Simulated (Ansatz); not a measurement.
# Mg3CdSe4: the cost of one run

Method: DFT PBE, scalar-relativistic, plane waves, PAW, in Ansatz 0.2.0.

## 1. The structure to begin with

It takes space group Pm-3m (No. 221, cubic). The conventional cell has a = 5.581 Å, b = 5.581 Å, c = 5.581 Å, α = 90.00°, β = 90.00°, γ = 90.00°. Mg (site symmetry 4/mmm) has 6 Se at 2.79 Å in its first shell of neighbours. Cd (site symmetry m-3m) has 6 Se at 2.79 Å in its first shell of neighbours. Se (site symmetry 4/mmm) is surrounded by 4 Mg at 2.79 Å and 2 Cd at 2.79 Å. Se (site symmetry m-3m) has 6 Mg at 2.79 Å in its first shell of neighbours.

As a file:

```xyz
8
Lattice="5.5805 0.0000 0.0000 0.0000 5.5805 0.0000 0.0000 0.0000 5.5805" Properties=species:S:1:pos:R:3 pbc="T T T"
Mg    2.7903    0.0000    0.0000
Mg    0.0000    0.0000    2.7903
Mg    0.0000    2.7903    0.0000
Cd    2.7903    2.7903    2.7903
Se    0.0000    2.7903    2.7903
Se    2.7903    2.7903    0.0000
Se    0.0000    0.0000    0.0000
Se    2.7903    0.0000    2.7903
```

The cell was relaxed beforehand at this level, from a generated guess; it is a trial structure. At a tolerance of 0.05 Å it has space group Pm-3m (No. 221); it has 21.72 Å³/atom, an uncorrected energy of -1.04 eV/atom over the elements.

## 2. Electronic structure at the relaxed geometry

The input, input.yaml:

```yaml
crystal:
  lattice:
    - [5.5805012, 0.0, 0.0]
    - [0.0, 5.5805012, 0.0]
    - [0.0, 0.0, 5.5805012]
  atoms:
    - { symbol: Mg, position: [0.5, 0.0, 0.0] }
    - { symbol: Mg, position: [0.0, 0.0, 0.5] }
    - { symbol: Mg, position: [0.0, 0.5, 0.0] }
    - { symbol: Cd, position: [0.5, 0.5, 0.5] }
    - { symbol: Se, position: [0.0, 0.5, 0.5] }
    - { symbol: Se, position: [0.5, 0.5, 0.0] }
    - { symbol: Se, position: [0.0, 0.0, 0.0] }
    - { symbol: Se, position: [0.5, 0.0, 0.5] }
basis:
  ecutwfc: 420
kpoints:
  mp_grid: { grid: [8, 8, 8] }
  band_path:
    path:
      - [[0.0, 0.0, 0.0], [0.0, 0.5, 0.0], [0.5, 0.5, 0.0], [0.0, 0.0, 0.0], [0.5, 0.5, 0.5], [0.0, 0.5, 0.0]]
      - [[0.5, 0.5, 0.5], [0.5, 0.5, 0.0]]
    npoints: 14
hamiltonian:
  xc: pbe
scf:
  occupations: { method: gaussian, width: 0.1 }
  n_extra_bands: 20
output:
  forces: true
  stress: true
  eigenvalues: true
  populations: true
  dos: { projected: true, de: 0.02, nscf_kmesh: { grid: [10, 10, 10] } }
  bader: true
  write_density: true
  write_potential: true
  elf: true
  volumetric_format: npy
```

Run with:

```
$ ansatz run input.yaml --threads 4 --pin off --max-ram 8192MiB --backend cpu --events-out ev --progress --plain --runs-dir out
```

**Question.** How long does this run take on 4 threads of Intel Xeon Platinum 8375C at 2.90GHz (Ice Lake), shared host, and how much memory does it need?

About 25 s, with a peak of 1.1 GiB.
